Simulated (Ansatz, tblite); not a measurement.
**NbSeBr3: rung by rung**

The task here is to estimate one member of a computed series from the others.

Program: Ansatz 0.2.0, Gaussian basis. Level of theory: as each input shows. These are calculated values, not measurements.

The runs, in order: GFN1-xTB, GFN2-xTB, PBE-D4/def2-TZVP, r2SCAN-D4/def2-TZVP, ωB97X-V/def2-TZVP, revPBE-D4/def2-TZVP, BHLYP-D4/def2-TZVP, PBE-D4/def2-SVP, PBE0-D4/def2-SVP, PBE0-D4/def2-TZVPD, PBE-D4/def2-TZVPD, ωB97X-V/def2-TZVPD, CCSD(T)/def2-SVP, MP2/def2-TZVP, RPA/def2-TZVP.

3 further runs of the same task are left out: 3 set aside as unsound or not needed.

## The relaxed structure

The singlet was relaxed beforehand with PBE0-D4/def2-SVP.

5 atoms, charge 0, spin multiplicity 1.

Bond lengths: Nb1–Se2 2.250 Å, Nb1–Br3 2.414 Å, Nb1–Br4 2.414 Å, Nb1–Br5 2.414 Å. Angles: Se2–Nb1–Br3 108.1°, Se2–Nb1–Br4 108.1°, Se2–Nb1–Br5 108.1°, Br3–Nb1–Br4 110.8°, Br3–Nb1–Br5 110.8°, Br4–Nb1–Br5 110.8°.

Formally the metal is d0. Nb takes a core potential in the def2 sets. No spin-orbit coupling is included.

PBE0-D4/def2-TZVP was run before; its log isn't repeated, and its numbers join the tables.

Set-up of the first run:

Tight binding, by tblite at 300 K electronic temperature and without a spin-polarisation term:

```python
tblite.interface.Calculator('GFN1-xTB', numbers, positions, charge=0, uhf=0).singlepoint()
```

Tight binding, by tblite at 300 K electronic temperature and without a spin-polarisation term:

```python
tblite.interface.Calculator('GFN2-xTB', numbers, positions, charge=0, uhf=0).singlepoint()
```

start.molden holds the orbitals of an earlier run on this state, given as this run's starting guess.

in.yaml

```yaml
crystal:
  periodic: [false, false, false]
  atoms:
    - {symbol: Nb, position_ang: [-0.000023, 0.000002, -0.000960]}
    - {symbol: Se, position_ang: [0.011570, -0.014688, 2.249373]}
    - {symbol: Br, position_ang: [2.291426, 0.010192, -0.761058]}
    - {symbol: Br, position_ang: [-1.155996, 1.989938, -0.730678]}
    - {symbol: Br, position_ang: [-1.146977, -1.985445, -0.756677]}
basis:
  gaussian: {orbitals: def2-TZVP, initial_orbitals: start.molden}
hamiltonian: {xc: pbe, dispersion: d4}
scf: {omitted_lower_state_checks: [starts]}
output: {forces: true, orbitals: {seedname: orbitals}}
```

Launch:

```sh
$ ansatz run in.yaml --threads 2 --pin off --events-out ev --progress --plain --max-ram 32768MiB --backend cpu
```

Steps of the session up to this table: PBE-D4/def2-TZVP; r2SCAN-D4/def2-TZVP; ωB97X-V/def2-TZVP; revPBE-D4/def2-TZVP; BHLYP-D4/def2-TZVP; PBE-D4/def2-SVP; PBE0-D4/def2-SVP; PBE0-D4/def2-TZVPD; PBE-D4/def2-TZVPD; ωB97X-V/def2-TZVPD; CCSD(T)/def2-SVP; MP2/def2-TZVP; RPA/def2-TZVP.

One of the session's tables, all rows but one given; the rest of the session is left out.

It belongs to the step «Binding energy». 

| level | binding an atom (eV) |
| --- | --- |
| HF/def2-SVP | 1.869 |
| HF/def2-TZVP | 1.885 |
| PBE-D4/def2-SVP | 3.679 |
| PBE-D4/def2-TZVP | 3.636 |
| PBE-D4/def2-TZVPD | 3.633 |
| revPBE-D4/def2-TZVP | 3.491 |
| r2SCAN-D4/def2-TZVP | 3.510 |
| PBE0-D4/def2-SVP | 3.422 |
| PBE0-D4/def2-TZVP | 3.404 |
| PBE0-D4/def2-TZVPD | 3.403 |
| BHLYP-D4/def2-TZVP | 3.164 |
| ωB97X-V/def2-TZVP | 3.409 |
| ωB97X-V/def2-TZVPD | 3.406 |
| RPA/def2-TZVP | 3.095 |
| MP2/def2-SVP | 3.582 |
| MP2/def2-TZVP | 3.759 |
| CCSD/def2-SVP | ? |
| CCSD(T)/def2-SVP | 3.275 |

**Question.** Estimate the row for CCSD/def2-SVP.

As computed: binding an atom (eV): 3.066. In the column «binding an atom (eV)» it lies between HF/def2-TZVP (1.885) and RPA/def2-TZVP (3.095).

Caveats from the session: Free atoms were run apart at each level; binding is atoms less cluster, divided by the number of atoms, without zero-point or spin-orbit terms.
